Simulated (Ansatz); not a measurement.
# GeH₂+ (doublet): B3LYP, BHLYP, wB97M-V over a scan of the angle H2–Ge1–H3, aug-cc-pVDZ

Aim: run GeH₂+ (doublet) with these functionals over a scan of the angle H2–Ge1–H3, and hold them against the top wave-function level at the same points.

The runs use Ansatz 0.2.0, Gaussian basis; aug-cc-pVDZ, all electrons in the functionals.

Plan: B3LYP, BHLYP, wB97M-V, at 67.2°; 85.1°; 104.0°; 120.9°; 125.0°; 143.1°; 159.9°; 180.0°.

14 further runs of the same task are left out: 13 that didn't finish, 1 set aside as unsound or not needed.

## Step 1: The geometry

The geometry derives from a PBE0/def2-TZVP stationary point (not a proven minimum). One angle is set to the value named; bond lengths are kept. No spin-orbit coupling is included. The filled d shell of Ge may be among the frozen orbitals whatever the setting's name suggests; the logs give the count.

3 atoms, charge 1, spin multiplicity 2.

Atoms are counted from 1 here; the program's logs count them from 0.

Bond lengths: Ge1–H2 1.552 Å, Ge1–H3 1.552 Å. Angles: H2–Ge1–H3 120.9°.

No dispersion term is added; wB97M-V holds VV10 nonlocal correlation. B3LYP takes the VWN-RPA correlation.

The geometry shown and the zero of energy belong to the point 120.9°. The yardstick, FCI, and other wave-function levels (R restricted, U unrestricted, valence and pair active spaces) come from earlier runs.

## Step 2: B3LYP, 67.2°

in.yaml

```yaml
crystal:
  periodic: [false, false, false]
  atoms:
    - {symbol: Ge, position_ang: [0.000000, -0.034897, 0.000000]}
    - {symbol: H, position_ang: [0.000000, 1.257483, -0.858655]}
    - {symbol: H, position_ang: [0.000000, 1.257483, 0.858655]}
basis:
  gaussian: {orbitals: aug-cc-pVDZ}
total_charge: 1
magnetization: {spin_polarized: true, initial_magnetization: 1}
hamiltonian: {xc: {name: B3LYP}}
```

Run with:

```sh
$ ansatz run in.yaml --threads 1 --pin off --events-out ev --progress --plain --max-ram 2393MiB
```

The runs that follow: B3LYP, 85.1°; B3LYP, 104.0°; B3LYP, 120.9°; B3LYP, 125.0°; B3LYP, 143.1°; B3LYP, 159.9°; B3LYP, 180.0°; BHLYP, 67.2°; BHLYP, 85.1°; BHLYP, 104.0°; BHLYP, 120.9°; BHLYP, 125.0°; BHLYP, 143.1°; BHLYP, 159.9°; BHLYP, 180.0°; wB97M-V, 67.2°; wB97M-V, 85.1°; wB97M-V, 104.0°; wB97M-V, 120.9°; wB97M-V, 125.0°; wB97M-V, 143.1°; wB97M-V, 159.9°; wB97M-V, 180.0°.

Before running them: what should the planned runs give, taken together? Wanted: span of the FCI curve; largest miss, B3LYP; largest miss, BHLYP; largest miss, wB97M-V.

**Answer**, as computed:

```
             quantity                  value
span of the FCI curve          38.2 kcal/mol
  largest miss, B3LYP  +0.5 kcal/mol (67.2°)
  largest miss, BHLYP  +1.9 kcal/mol (67.2°)
largest miss, wB97M-V  +0.4 kcal/mol (67.2°)
```

Of the functionals, wB97M-V keep the smallest largest miss at the points compared (at most 0.4 kcal/mol) and BHLYP strays most (1.9 kcal/mol, at 67.2°). Functionals and the yardstick converge differently with the basis, so part of each miss in aug-cc-pVDZ is the basis.
